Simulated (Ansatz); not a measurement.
**TaCl (septet): the correlation ladder, def2-TZVPP**

One table from this session's results is given with a row withheld; the runs are named, their logs left out.

Method: def2-TZVPP, core rule «outside noble gas», up to 9 orbitals frozen; program: Ansatz 0.2.0, Gaussian basis.

Plan: UHF; CCSD(T) on ROHF; CCSD(T) on UHF; CCSDT(Q) on ROHF; CCSDT(Q) on UHF.

12 further runs of the same task are left out: 7 for a known fault of the program, 5 set aside as unsound or not needed. Runs told in other sessions of the task aren't counted.

## What is computed

The geometry is a PBE0/def2-TZVP stationary point (not a proven minimum) of the parent state, kept for this charge and spin. No spin-orbit coupling is included. Elements past krypton take def2 core potentials.

2 atoms, charge 0, spin multiplicity 7.

Atoms are counted from 1 here; the program's logs count them from 0.

Bond lengths: Ta1–Cl2 2.292 Å.

The first run:

in.yaml

```yaml
crystal:
  periodic: [false, false, false]
  atoms:
    - {symbol: Ta, position_ang: [0.000000, 0.000000, 0.000000]}
    - {symbol: Cl, position_ang: [0.000000, 0.000000, 2.292200]}
basis:
  gaussian: {orbitals: def2-TZVPP}
magnetization: {spin_polarized: true, initial_magnetization: 6}
hamiltonian: {xc: hf}
output: {orbitals: {seedname: orbitals}}
```

Launch:

```
ansatz run in.yaml --threads 1 --pin off --events-out ev --progress --plain --max-ram 3968MiB --backend cpu
```

Among the steps run: UHF; CCSD(T) on ROHF; CCSD(T) on UHF; CCSDT(Q) on ROHF; CCSDT(Q) on UHF.

One of the session's tables, all rows but one given; the rest of the session is left out.

| method | from RCCSDT(Q) (meV) |
| --- | --- |
| ROHF | +7574.9 |
| UHF | +7260.7 |
| RMP2 | +1101.1 |
| UMP2 | +1001.7 |
| RCCSD | +323.7 |
| UCCSD | +188.3 |
| RCCSD(T) | +49.2 |
| UCCSD(T) | -78.8 |
| RCCSDT | +11.9 |
| UCCSDT | ? |
| RCCSDT(Q) | 0 |
| UCCSDT(Q) | -127.6 |

Q: Estimate the row for UCCSDT from the others.

As computed: from RCCSDT(Q) (meV): -116.1. In the column «from RCCSDT(Q) (meV)» it lies between UCCSDT(Q) (-127.6) and UCCSD(T) (-78.8).

To keep in mind: Restricted and unrestricted rows rest on different reference determinants; a gap between their highest levels can come from leftover correlation error, from unlike frozen cores or from another state.
